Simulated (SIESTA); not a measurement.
Runs of SIESTA 5.4.2 on HPbNO4. The typed cell holds 7 atoms: a = 3.858 Å, b = 5.535 Å, c = 6.055 Å, α = 106.62°, β = 93.97°, γ = 90.45°. The cell was built by a generator and needn't be a form met in nature.

| level | potentials or basis | gap on the mesh (eV) | pressure (GPa) | largest force (eV/Å) |
| --- | --- | --- | --- | --- |
| RPBE | PseudoDojo 0.4 standard (PBE files), DZP (energy shift 0.003 Ry; two zetas on semicore shells) | 3.16 | 3.9 | 1.45 |
| BLYP | PseudoDojo 0.4 standard (PBE files), DZP (energy shift 0.003 Ry; two zetas on semicore shells) | (d) | (c) | 2.24 |
| AM05 | PseudoDojo 0.4 standard (PBEsol files), DZP (energy shift 0.003 Ry; two zetas on semicore shells) | 3.18 | 0.8 | (b) |
| PBEsol | PseudoDojo 0.4 standard (PBEsol files), DZP (energy shift 0.003 Ry; two zetas on semicore shells) | 3.16 | 0.4 | (a) |
| LDA | PseudoDojo 0.4 standard (LDA files), DZP (energy shift 0.003 Ry; two zetas on semicore shells) | 3.11 | -2.0 | 1.06 |

Alike in all rows: task band structure; no spin polarisation; cell as given; k mesh 7 × 5 × 5; smearing fermi-dirac 0.05 eV; grid cutoff 800 Ry; energy shift 0.003 Ry.

**Question.** Fill in the values left out.

**Answer.** (a) 1.00; (b) 0.86; (c) 5.0; (d) 3.15.

Caveats: spin-orbit coupling is left out, which as a rule narrows the gap of such compounds by several tenths of an eV; the basis of atomic orbitals isn't converged, which shifts pressures, moduli and gaps; the potentials were made for another functional, which shifts forces and pressure (some runs); forces of over 1 eV/Å show positions far from the minimum, so gaps and moduli don't describe the material at rest (some runs).

A k mesh can miss the band edges, and the runs leave out spin-orbit coupling on Pb.

Runs at the PBE level aren't shown here.
